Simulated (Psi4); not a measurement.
**One shape, several levels: MoCl4O (SMILES O=[Mo](Cl)(Cl)(Cl)Cl)**

Wanted: a comparison of 3 runs (B2PLYP/def2-SVP, BLYP/def2-SVP, TPSS/def2-SVP) of MoCl4O. 

The calculation is run with Psi4 1.11.

20 further runs of the same task are left out: 19 that didn't finish, 1 set aside as unsound or not needed.

## 1. The system as given

The species is MoCl4O (6 atoms), meant as a singlet with charge 0. SMILES: `O=[Mo](Cl)(Cl)(Cl)Cl`. The shape is that of a PBE0-D4/def2-TZVP optimisation.

Bond lengths: O1–Mo2 1.667 Å, Mo2–Cl3 2.233 Å, Mo2–Cl4 2.233 Å, Mo2–Cl5 2.374 Å, Mo2–Cl6 2.233 Å. Angles: O1–Mo2–Cl3 92.8°, O1–Mo2–Cl4 92.8°, O1–Mo2–Cl5 179.9°, O1–Mo2–Cl6 92.7°, Cl3–Mo2–Cl4 119.7°, Cl3–Mo2–Cl5 87.3°, Cl3–Mo2–Cl6 119.8°, Cl4–Mo2–Cl5 87.3°, Cl4–Mo2–Cl6 119.8°, Cl5–Mo2–Cl6 87.2°.

## 2. A single-point energy at B2PLYP/def2-SVP (core potential, density fitting for correlation) (run 1)

The input, cl4moo.in:

```
memory 2200 mb

molecule {
  O     -0.647300    -1.552840     0.739910
  Mo    -0.060260    -0.144860     0.068810
  Cl     2.064980    -0.754570     0.382320
  Cl    -1.047850    -0.541190    -1.894310
  Cl     0.775250     1.861870    -0.884910
  Cl    -1.084830     1.131590     1.588170
  units angstrom
  symmetry c1
}

set basis def2-SVP
set puream true
set e_convergence 1e-09
set d_convergence 1e-08
set scf_type pk
set dft_radial_points 99
set dft_spherical_points 590
set num_frozen_docc 21

result, w = energy("b2plyp", return_wfn=True)
```

On the command line:

```console
$ psi4 -i cl4moo.in -o cl4moo.out -n 1
```

cl4moo.out:

```text
[...]
    !!!  WARNING: ECP capability is in beta. Please check occupations closely.  !!!
[...]
  Running in c1 symmetry.
[...]
  Nuclear repulsion =  614.411582442845429
[...]
  Multiplicity = 1
[...]
  Nalpha       = 45
  Nbeta        = 45
[...]
    Number of basis functions: 117
[...]
   @RKS iter   1: -1981.76429789828535    1.66284e-01   1.07027e-02 DIIS/ADIIS
[...]
   @RKS iter  17: -1982.57064291471238    6.82121e-13   4.68751e-09 DIIS
[...]
    Orbital Energies [Eh]
    ---------------------
    Doubly Occupied:
       1A   -102.932531     2A   -102.932482     3A   -102.932380
       4A   -102.864172     5A    -19.841613     6A     -9.966720
       7A     -9.966673     8A     -9.966570     9A     -9.898097
      10A     -7.611258    11A     -7.611211    12A     -7.611111
      13A     -7.607647    14A     -7.607601    15A     -7.607498
      16A     -7.605606    17A     -7.605559    18A     -7.605454
      19A     -7.540999    20A     -7.539160    21A     -7.539157
      22A     -2.992237    23A     -1.933070    24A     -1.915122
      25A     -1.915115    26A     -1.114887    27A     -0.979433
      28A     -0.966823    29A     -0.966730    30A     -0.906529
      31A     -0.572017    32A     -0.551132    33A     -0.551121
      34A     -0.518312    35A     -0.518247    36A     -0.504372
[...]
  @RKS Final Energy: -1982.57064291471238
   => Energetics <=
    Nuclear Repulsion Energy =            614.4115824428454289
    One-Electron Energy =               -3983.9373307668306552
    Two-Electron Energy =                1448.6662580260526738
    DFT Exchange-Correlation Energy =     -61.7111526167799127
    Empirical Dispersion Energy =           0.0000000000000000
    VV10 Nonlocal Energy =                  0.0000000000000000
    Total Energy =                      -1982.5706429147123799
[...]
 Multipole Moments:
 ------------------------------------------------------------------------------------
     Multipole            Electronic (a.u.)      Nuclear  (a.u.)        Total (a.u.)
 ------------------------------------------------------------------------------------
 L = 1.  Multiply by 2.5417464519 to convert [e a0] to [Debye]
 Dipole X            :         -5.8139958            5.6611762           -0.1528195
 Dipole Y            :        -13.9641567           13.5954054           -0.3687513
 Dipole Z            :          6.6414294           -6.4678941            0.1735353
 Magnitude           :                                                    0.4352538
[...]
```

Wall time 26 s (1 thread of AMD EPYC 7R43 (Zen 3), shared host); peak memory 0.7 GiB.

## 3. A single-point energy at BLYP/def2-SVP (core potential) (run 2)

The input, cl4moo.xyz:

```xyz
6
Cl4MoO
O     -0.647300    -1.552840     0.739910
Mo    -0.060260    -0.144860     0.068810
Cl     2.064980    -0.754570     0.382320
Cl    -1.047850    -0.541190    -1.894310
Cl     0.775250     1.861870    -0.884910
Cl    -1.084830     1.131590     1.588170
```

The input, cl4moo.py:

```python
import psi4

psi4.set_memory(2200000000)
psi4.set_num_threads(1)
psi4.set_output_file('cl4moo.out', False)

with open('cl4moo.xyz') as f:
    atoms = ''.join(f.readlines()[2:])
m = psi4.geometry('0 1\n' + atoms + 'symmetry c1')

psi4.set_options({
    'puream': True,
    'e_convergence': 1e-09,
    'd_convergence': 1e-08,
    'scf_type': 'pk',
    'dft_radial_points': 99,
    'dft_spherical_points': 590,
})

energy_value, wavefunction = psi4.energy("blyp/def2-SVP", molecule=m, return_wfn=True)
psi4.oeprop(wavefunction, "WIBERG_LOWDIN_INDICES", "DIPOLE", "MAYER_INDICES")
print(f'total energy {energy_value:.8f} hartree = {energy_value * 27.211386:.5f} eV')
for k, v in sorted(psi4.core.scalar_variables().items()):
    print(f'{k:45s} {v:18.10f}')
```

On the command line:

```console
$ python cl4moo.py
```

cl4moo.out:

```text
[...]
    !!!  WARNING: ECP capability is in beta. Please check occupations closely.  !!!
[...]
  Running in c1 symmetry.
[...]
  Nuclear repulsion =  614.411582442845429
[...]
  Multiplicity = 1
[...]
  Nalpha       = 45
  Nbeta        = 45
[...]
    Number of basis functions: 117
[...]
   @RKS iter   1: -1982.71485620725980    6.39734e-01   1.24541e-02 ADIIS/DIIS
[...]
   @RKS iter  17: -1983.74794538593846   -5.88898e-11   4.57203e-09 DIIS
[...]
    Orbital Energies [Eh]
    ---------------------
    Doubly Occupied:
       1A   -100.745508     2A   -100.745462     3A   -100.745367
       4A   -100.690302     5A    -18.861323     6A     -9.213098
       7A     -9.213051     8A     -9.212956     9A     -9.157436
      10A     -7.048619    11A     -7.048575    12A     -7.048484
      13A     -7.044357    14A     -7.044313    15A     -7.044219
      16A     -7.040814    17A     -7.040770    18A     -7.040671
      19A     -6.989861    20A     -6.988554    21A     -6.988548
      22A     -2.594168    23A     -1.637895    24A     -1.627340
      25A     -1.627335    26A     -0.868406    27A     -0.776070
      28A     -0.766131    29A     -0.766047    30A     -0.714423
      31A     -0.422277    32A     -0.414884    33A     -0.414875
      34A     -0.398727    35A     -0.398671    36A     -0.383913
[...]
  @RKS Final Energy: -1983.74794538593846
   => Energetics <=
    Nuclear Repulsion Energy =            614.4115824428454289
    One-Electron Energy =               -3985.2916596569230023
    Two-Electron Energy =                1516.4742663550084671
    DFT Exchange-Correlation Energy =    -129.3421345268694154
    Empirical Dispersion Energy =           0.0000000000000000
    VV10 Nonlocal Energy =                  0.0000000000000000
    Total Energy =                      -1983.7479453859384648
[...]
 Multipole Moments:
 ------------------------------------------------------------------------------------
     Multipole            Electronic (a.u.)      Nuclear  (a.u.)        Total (a.u.)
 ------------------------------------------------------------------------------------
 L = 1.  Multiply by 2.5417464519 to convert [e a0] to [Debye]
 Dipole X            :         -5.7571149            5.6611762           -0.0959386
 Dipole Y            :        -13.8274673           13.5954054           -0.2320620
 Dipole Z            :          6.5765115           -6.4678941            0.1086174
 Magnitude           :                                                    0.2735959
[...]
```

Standard output:

```text
total energy -1983.74794539 hartree = -53980.53107 eV
CURRENT ENERGY                                  -1983.7479453859
CURRENT REFERENCE ENERGY                        -1983.7479453859
DD SOLVATION ENERGY                                 0.0000000000
DFT FUNCTIONAL TOTAL ENERGY                     -1983.7479453859
DFT TOTAL ENERGY                                -1983.7479453859
DFT VV10 ENERGY                                     0.0000000000
DFT XC ENERGY                                    -129.3421345269
GRID ELECTRONS ALPHA                               45.0000006466
GRID ELECTRONS BETA                                45.0000006466
GRID ELECTRONS TOTAL                               90.0000012932
NUCLEAR REPULSION ENERGY                          614.4115824428
ONE-ELECTRON ENERGY                             -3985.2916596569
PCM POLARIZATION ENERGY                             0.0000000000
PE ENERGY                                           0.0000000000
SCF ITERATION ENERGY                            -1983.7479453859
SCF ITERATIONS                                     17.0000000000
SCF TOTAL ENERGY                                -1983.7479453859
TWO-ELECTRON ENERGY                              1516.4742663550
XC GRID RADIAL POINTS                              99.0000000000
XC GRID SPHERICAL POINTS                          590.0000000000
XC GRID TOTAL POINTS                           332388.0000000000
```

It took 27 s on 1 thread of AMD EPYC 7R43 (Zen 3), shared host; peak memory 0.7 GiB.

## 4. Energy and gradient at TPSS/def2-SVP (core potential) (run 3)

The input, calc.dat:

```
memory 2200 mb

molecule molecule1 {
  O     -1.22321972    -2.93444232     1.39822726
  Mo    -0.11387490    -0.27374573     0.13003205
  Cl     3.90224665    -1.42593064     0.72248009
  Cl    -1.98014952    -1.02270088    -3.57972710
  Cl     1.46501018     3.51842438    -1.67223754
  Cl    -2.05003159     2.13839519     3.00120634
  units au
  symmetry c1
}

set basis def2-SVP
set reference rks
set puream true
set e_convergence 1e-09
set d_convergence 1e-08
set scf_type pk
set dft_radial_points 99
set dft_spherical_points 590

result, w = gradient('tpss', return_wfn=True)
oeprop(w, 'MAYER_INDICES', 'LOWDIN_CHARGES', 'QUADRUPOLE')
print_variables()
```

On the command line:

```console
$ psi4 -i calc.dat -o calc.out -n 1
```

calc.out, shortened:

```text
[...]
  Running in c1 symmetry.
[...]
  Nuclear repulsion =  614.411582564263540
[...]
  Multiplicity = 1
[...]
  Nalpha       = 45
  Nbeta        = 45
[...]
    Number of basis functions: 117
[...]
   @RKS iter   1: -1982.89075546923186    5.63728e-01   1.21475e-02 DIIS/ADIIS
[...]
   @RKS iter  17: -1983.88747477576908   -2.95586e-12   1.85367e-09 DIIS
[...]
  @RKS Final Energy: -1983.88747477576908
   => Energetics <=
    Nuclear Repulsion Energy =            614.4115825642635400
    One-Electron Energy =               -3984.6983030217979831
    Two-Electron Energy =                1515.8463858945092397
    DFT Exchange-Correlation Energy =    -129.4471402127438182
    Empirical Dispersion Energy =           0.0000000000000000
    VV10 Nonlocal Energy =                  0.0000000000000000
    Total Energy =                      -1983.8874747757690784
[...]
  -Total Gradient:
     Atom            X                  Y                   Z
    ------   -----------------  -----------------  -----------------
       1        0.012363562140     0.029673576399    -0.014133847746
       2       -0.008829341541    -0.021199048561     0.010089152289
       3       -0.014344841416     0.004427348600    -0.002268997634
       4        0.006843983885     0.003004763792     0.013235316207
       5       -0.003110274789    -0.007475112904     0.003553568898
       6        0.007087250454    -0.008421517226    -0.010472577574
[...]
 Multipole Moments:
 ------------------------------------------------------------------------------------
     Multipole            Electronic (a.u.)      Nuclear  (a.u.)        Total (a.u.)
 ------------------------------------------------------------------------------------
 L = 1.  Multiply by 2.5417464519 to convert [e a0] to [Debye]
 Dipole X            :         -5.7808843            5.6611763           -0.1197080
 Dipole Y            :        -13.8845379           13.5954055           -0.2891325
 Dipole Z            :          6.6036912           -6.4678940            0.1357973
 Magnitude           :                                                    0.3411282
 L = 2.  Multiply by 1.3450342976 to convert [e a0^2] to [Debye ang]
 Quadrupole XX       :       -501.2575775          444.5322355          -56.7253420
 Quadrupole XY       :         18.5541931          -20.4911096           -1.9369165
[...]
```

Wall time 1.9 min (1 thread of AMD EPYC 7R43 (Zen 3), shared host); peak memory 0.73 GiB.

## 5. All runs side by side

| run | level | fitting correlation | frozen core orbitals | energy (Eh) | HOMO energy (eV) | LUMO energy (eV) | HOMO–LUMO gap (eV) | wall time |
| --- | --- | --- | --- | --- | --- | --- | --- | --- |
| 1 | B2PLYP/def2-SVP (core potential, density fitting for correlation) | density fitting | 21 | -1982.991422 | -9.88 | -3.72 | 6.16 | 26 s |
| 2 | BLYP/def2-SVP (core potential) | – | 0 | -1983.747945 | -7.19 | -4.91 | 2.28 | 27 s |
| 3 | TPSS/def2-SVP (core potential) | – | 0 | -1983.887475 | -7.65 | -5.24 | 2.41 | 1.9 min |

## 6. Outcome

```
                       quantity           value
            run 3: total energy  -1983.88747 Eh
           run 3: dipole moment          0.87 D
             run 3: HOMO energy        -7.65 eV
             run 3: LUMO energy        -5.24 eV
           run 3: HOMO–LUMO gap         2.41 eV
run 3: largest force on an atom      1.806 eV/Å
```

The HOMO–LUMO gap runs from 2.28 eV (BLYP/def2-SVP) to 6.16 eV (B2PLYP/def2-SVP). A double hybrid's value is that of its SCF part. Totals of different functionals can't be ranked against each other. All runs together took 2.8 min, the longest 1.9 min.
